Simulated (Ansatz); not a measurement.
# CH3NSe (SMILES N=C[SeH]): one structure at several levels

The task here is to estimate one member of a computed series from the others.

Computed with Ansatz 0.2.0, Gaussian basis. Level: single points in def2-TZVPP.

Correlated methods freeze the cores. Filled d shells of the heavier atoms are correlated. B3LYP uses VWN-RPA correlation.

### The starting structure

SMILES `N=C[SeH]`, 6 atoms, charge 0, spin multiplicity 1.

Atoms are counted from 1 here; the program's logs count them from 0.

Bond lengths: N1–C2 1.237 Å, N1–H4 0.973 Å, C2–Se3 1.944 Å, C2–H5 1.081 Å, Se3–H6 1.443 Å. Angles: C2–N1–H4 128.0°, N1–C2–Se3 118.6°, N1–C2–H5 132.6°, Se3–C2–H5 108.8°, C2–Se3–H6 93.7°.

As a file:

```csv
atom,x (Å),y (Å),z (Å)
N1,-0.9015,-0.9647,-0.4620
C2,-0.1222,-0.0372,-0.2099
Se3,0.6480,0.0749,1.5714
H4,-1.3077,-1.1910,-1.3172
H5,0.2310,0.8004,-0.7947
H6,1.2327,1.3730,1.3378
```

The first run:

Contents of run/in.yaml:

```yaml
crystal:
  periodic: [false, false, false]
  atoms:
    - {symbol: N, position_ang: [-0.901500, -0.964700, -0.462000]}
    - {symbol: C, position_ang: [-0.122200, -0.037200, -0.209900]}
    - {symbol: Se, position_ang: [0.648000, 0.074900, 1.571400]}
    - {symbol: H, position_ang: [-1.307700, -1.191000, -1.317200]}
    - {symbol: H, position_ang: [0.231000, 0.800400, -0.794700]}
    - {symbol: H, position_ang: [1.232700, 1.373000, 1.337800]}
basis:
  gaussian: {orbitals: def2-TZVPP}
correlation: {method: ccsd_t}
output: {forces: true}
```

The command line of these runs was not kept.

Steps of the session up to this table: CCSD(T)/def2-TZVPP; PBE0-D4/def2-TZVPP; wB97M-V/def2-TZVPP; r2SCAN-D4/def2-TZVPP; PBE-D4/def2-TZVPP; LC-wPBE/def2-TZVPP; B3LYP-D4/def2-TZVPP.

One of the session's tables, all rows but one given; the rest of the session is left out.

```
   method  RMS force component (eV/Å)  angle to CCSD(T) forces (°)  dipole (D)
  CCSD(T)                       0.892                    reference        2.34
  PBE0-D4                           ?                            ?           ?
  wB97M-V                       0.806                         19.7        2.35
r2SCAN-D4                       0.803                         19.2        2.30
   PBE-D4                       0.914                         15.7        2.17
  LC-wPBE                       0.825                         27.9        2.47
 B3LYP-D4                       0.786                         20.9        2.27
```

Q: Estimate the row for PBE0-D4 from the others.

**Answer.** RMS force component (eV/Å): 0.807; angle to CCSD(T) forces (°): 23.6; dipole (D): 2.33. In the column «RMS force component (eV/Å)» it lies between wB97M-V (0.806) and LC-wPBE (0.825).
